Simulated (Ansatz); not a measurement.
Al, space group P6_3/mmc: an equation of state with a fit, run with Ansatz 0.2.0 through its Python package.

`al.py`:
```python
"""Bulk modulus of Al from an E(V) curve."""

from dataclasses import dataclass

import ansatz as az
import numpy as np


@dataclass(frozen=True)
class Settings:
    ecut: int = 500
    kgrid: tuple[int, ...] = (12, 12, 6)


settings = Settings()

vectors0 = np.array([
    [2.81245535, 0.0, 0.0],
    [-1.40622768, 2.43565778, 0.0],
    [0.0, 0.0, 4.86685],
])
sites = [
    ("Al", (2 / 3, 1 / 3, 0.75)),
    ("Al", (1 / 3, 2 / 3, 0.25)),
]


def on_lattice(cell):
    crystal = az.Crystal(lattice=az.Lattice.of(cell))
    for symbol, position in sites:
        crystal = crystal.atom(symbol, position)
    return crystal


def main() -> None:
    # scale the volume, keep shape and fractions
    volumes, energies, pressures = [], [], []
    for scale in np.linspace(0.88, 1.12, 7):
        cell = vectors0 * scale ** (1 / 3)
        calc = (
            on_lattice(cell).calculation()
            .functional(az.Functional.LDA)
            .pseudopotentials("paw")
            .occupations(az.OccupationsMethod.GAUSSIAN, width=50 * az.meV)
            .basis(settings.ecut)
            .kpoints(*settings.kgrid)
            .stress()  # GPa
        )
        rep = calc.run(threads=1).report
        volumes.append(abs(np.linalg.det(cell)) / len(sites))
        energies.append(rep["free_energy_ev"] / len(sites))
        pressures.append(np.trace(rep["stress_gpa"]) / 3)
        print(f"V = {volumes[-1]:8.4f} A^3/atom  F = {energies[-1]:.5f} eV/atom  P = {pressures[-1]:8.3f} GPa")

    # third-order Birch-Murnaghan: a cubic in V^(-2/3)
    x = np.array(volumes) ** (-2 / 3)
    poly = np.polynomial.Polynomial.fit(x, energies, 3).convert()
    roots = poly.deriv().roots()
    x0 = min((r.real for r in roots if abs(r.imag) < 1e-9 and poly.deriv(2)(r.real) > 0), key=lambda r: abs(r - x.mean()))
    v0 = x0 ** -1.5
    b0 = 4 / 9 * poly.deriv(2)(x0) * v0 ** (-7 / 3) * 160.21766
    b1 = 4 + 2 / 3 * x0 * poly.deriv(3)(x0) / poly.deriv(2)(x0)
    print(f"V0 = {v0:.4f} A^3/atom, B0 = {b0:.1f} GPa, dB/dP = {b1:.2f}")


if __name__ == "__main__":
    main()
```

Estimate the equilibrium volume and the bulk modulus.

A third-order Birch-Murnaghan fit through the 7 points has its minimum at 15.93 Å³ an atom, 4.4 % below the typed cell, with a bulk modulus of 82 GPa. From that minimum the energy rises by 30.2 meV an atom on the compressed side and 87.0 meV on the expanded side.

What the script printed:

Output of `python al.py`:
```text
V =  14.6691 A^3/atom  F = -512.80556 eV/atom  P =    8.199 GPa
V =  15.3358 A^3/atom  F = -512.82940 eV/atom  P =    3.438 GPa
V =  16.0026 A^3/atom  F = -512.83570 eV/atom  P =   -0.266 GPa
V =  16.6694 A^3/atom  F = -512.82805 eV/atom  P =   -3.310 GPa
V =  17.3362 A^3/atom  F = -512.80910 eV/atom  P =   -5.671 GPa
V =  18.0029 A^3/atom  F = -512.78191 eV/atom  P =   -7.271 GPa
V =  18.6697 A^3/atom  F = -512.74873 eV/atom  P =   -8.673 GPa
V0 = 15.9330 A^3/atom, B0 = 81.8 GPa, dB/dP = 5.07
```

Absolute energies stand on the zero of these potentials, so only differences at equal settings mean something. Shape and fractional positions are held along the curve, so the bulk modulus is an upper value where they are free to relax, by a factor of two or more in layered or hydrogen-bonded cells. For a metal this k-point mesh is coarse: on a finer one energies can move by several to tens of meV an atom and pressures by half a GPa or more, differences at one mesh by less. Pressure is positive in compression. This isn't the structure that Al takes at ambient conditions. Finished in 11 s on 1 thread of Arm Neoverse V1 (shared host), peak memory 0.36 GiB.
